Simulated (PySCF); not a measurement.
# C3H7BO2: geometry, spin-spin couplings

Wanted: the spin-spin couplings of C3H7BO2 (`C=CCB(O)O`), by calculation.

The runs use PySCF 2.14.0, with density-fitted response routines of our own; the level of theory stands in each step. All values are computed, except where a source is named. Atoms are numbered from 0 throughout.

## (1) Starting geometry

13 atoms, charge 0, multiplicity 1; geometry from: GFN2-xTB. The atoms were then displaced at random by about 0.01 Å, so the start is not that level's minimum.

Bonds of the start (Å): C0–C1 1.35, C1–C2 1.50, C2–B3 1.56, B3–O4 1.37, B3–O5 1.36, C0–H6 1.05, C0–H7 1.09, C1–H8 1.09, C2–H9 1.10, C2–H10 1.10, O4–H11 0.94, O5–H12 0.98.

## (2) Relaxing the molecule at PBE0-D3(BJ)/def2-SVP

The job: settings as JSON, then the geometry in Å.

```
{"job": {"xc": "PBE0", "basis": "def2-SVP", "d3": "d3bj", "grid": 1, "shake": 0.01, "kind": "geom"}, "charge": 0, "multiplicity": 1}
C      2.276520     0.016010    -0.162570
C      1.115320     0.631940     0.147400
C     -0.025470    -0.019410     0.879150
B     -1.238230    -0.198480    -0.080970
O     -1.979660     0.892810    -0.443130
O     -1.571590    -1.445010    -0.508030
H      2.462890    -0.983520     0.108960
H      3.051080     0.554200    -0.714930
H      0.937740     1.667130    -0.125170
H     -0.283950     0.616030     1.740900
H      0.311940    -0.985050     1.281380
H     -2.712790     0.779290    -1.020220
H     -2.337980    -1.542830    -1.113100
```

Command:

```console
$ OMP_NUM_THREADS=1 python probes_run.py task.json out
```

This one command runs all jobs of the session in turn.

**Question.** This job is followed by: B3LYP/cc-pVTZ indirect spin-spin coupling, non-relativistic, gas phase; B3LYP/6-31G* indirect spin-spin coupling, non-relativistic, gas phase. Predict these results of the whole session: point group; rotational constants (main isotopes); largest coupling of the table (B3LYP/cc-pVTZ); range of J(C0,H7), mean over like pairs.

As calculated:

| quantity | value |
| --- | --- |
| point group | C1 |
| rotational constants (main isotopes) | 6.34, 2.10, 1.82 GHz |
| largest coupling of the table (B3LYP/cc-pVTZ) | ¹J(C,H) C0–H7, 152.5 Hz |
| range of J(C0,H7), mean over like pairs | 152.5 to 167.1 Hz |

In words: Over 7 steps the energy fell by 0.118 eV; of the close pairs, C0–H6 changed most, 1.052 to 1.095 Å. No frequency check was run at this level, so the end point may be a saddle. Of the pairs tabulated at B3LYP/cc-pVTZ, C0–H7 couples most strongly (152.5 Hz; Fermi contact 151.1 Hz). Couplings across rotatable bonds belong to this one conformer; where others are populated, the observed values are averages. The coupling C0–H7, as a mean over pairs of its kind, runs from 152.5 Hz (B3LYP/cc-pVTZ) to 167.1 Hz (B3LYP/6-31G*). Couplings from bases without tight functions are rough.
